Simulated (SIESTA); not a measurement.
MnO2:

```xyz
3
Lattice="1.4284 0.8247 4.5839 -1.4284 0.8247 4.5839 0.0000 -1.6494 4.5839" Properties=species:S:1:pos:R:3 pbc="T T T"
Mn    0.0000    0.0000    0.0000
O     0.0000    0.0000   10.1163
O     0.0000    0.0000    3.6355
```

Measurements of this composition are mostly on another form, of space group No. 136.

```yaml
Program: SIESTA 5.4.2
Task: single point
Functional: PBEsol
Potentials_or_basis: PseudoDojo 0.4 standard (PBEsol files)
Basis: DZP (energy shift 0.003 Ry; two zetas on semicore shells)
Grid_cutoff: 800 Ry
Energy_shift: 0.003 Ry
k_mesh: 11 × 11 × 11
Occupations: fermi-dirac, width 0.05 eV
Spin: collinear spin, ferromagnetic start
Starting_moments: "[4.0, 0.0, 0.0] μB"
```

On this cell: pressure 0.8 GPa; largest force 0.229 eV/Å; net moment 3.00 μB per cell; site moments Mn +2.92; O +0.04 μB; band gap on the k mesh 0.72 eV, indirect (least direct gap 0.79 eV).

The same run follows on a disturbed copy (atoms moved at random, drawn with an rms of 0.05 Å):

```
Mn O
1.0
     1.42843    0.82471    4.58393
    -1.42843    0.82471    4.58393
     0.00000   -1.64941    4.58393
Mn O
1 2
Direct
  0.00594 0.02644 0.97618
  0.72510 0.72067 0.75401
  0.26501 0.25767 0.27476
```

What changes?

The energy moves by +49.4 meV/atom; pressure 6.9 GPa; largest force 2.131 eV/Å; net moment 3.00 μB per cell; site moments Mn +2.88; O +0.08, +0.04 μB; band gap on the k mesh 0.59 eV, indirect (least direct gap 0.60 eV).

Forces on the atoms (eV/Å):
```
Mn   0.641 -1.522 -1.347
O   -0.445  1.038  1.616
O   -0.195  0.485 -0.269
```

Stress tensor (GPa, compression positive):
```
 7.78 -0.92 -1.00
-0.92  4.88  2.18
-1.00  2.18  7.95
```

Caveats: short orbitals over semicore shells can move pressures by several GPa; an odd mesh through Γ misses points on the zone boundary, where band edges often lie; the basis of atomic orbitals isn't converged, which shifts pressures, moduli and gaps; a cell with one magnetic atom can't hold antiferromagnetic order, which such compounds often take.
